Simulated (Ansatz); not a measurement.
**TiCl (octet): from Hartree-Fock to the top rungs, def2-TZVPP**

An exercise on one series of results from a longer session: the logs are not shown, and one member is left open.

Computed with Ansatz 0.2.0, Gaussian basis. Level: def2-TZVPP, core rule «outside noble gas», up to 14 orbitals frozen.

Plan: UHF; ROHF; CCSD(T) on UHF.

### What is computed

The geometry is a PBE0/def2-TZVP stationary point (not a proven minimum) of the parent state, kept for this charge and spin.

2 atoms, charge 0, spin multiplicity 8.

Atoms are counted from 1 here; the program's logs count them from 0.

No contacts short enough for the rule that draws bonds.

Set-up of the first run:

in.yaml

```yaml
crystal:
  periodic: [false, false, false]
  atoms:
    - {symbol: Ti, position_ang: [0.000000, 0.000000, 0.000000]}
    - {symbol: Cl, position_ang: [0.000000, 0.000000, 3.280600]}
basis:
  gaussian: {orbitals: def2-TZVPP}
magnetization: {spin_polarized: true, initial_magnetization: 7}
hamiltonian: {xc: hf}
output: {orbitals: {seedname: orbitals}}
```

Command:

```
> ansatz run in.yaml --threads 1 --pin off --events-out ev --progress --plain --max-ram 2816MiB --backend cpu
```

Steps of the session up to this table: UHF; ROHF; CCSD(T) on UHF.

One table of the session follows, with a row left open; its other results are not shown here.

It belongs to the step «Misses and costs». 

| method | from UCCSD(T) (meV) |
| --- | --- |
| ROHF | +5921.6 |
| UMP2 | ? |
| UCCSD | +193.1 |
| UCCSD(T) | 0 |

Estimate the missing values for UMP2.

**Answer.** from UCCSD(T) (meV): +1211.6. In the column «from UCCSD(T) (meV)» it lies between UCCSD (+193.1) and ROHF (+5921.6).

Left out of the table: UHF (another determinant or state than the rows shown).

To keep in mind: Warnings: coupled cluster took another determinant than the lowest.
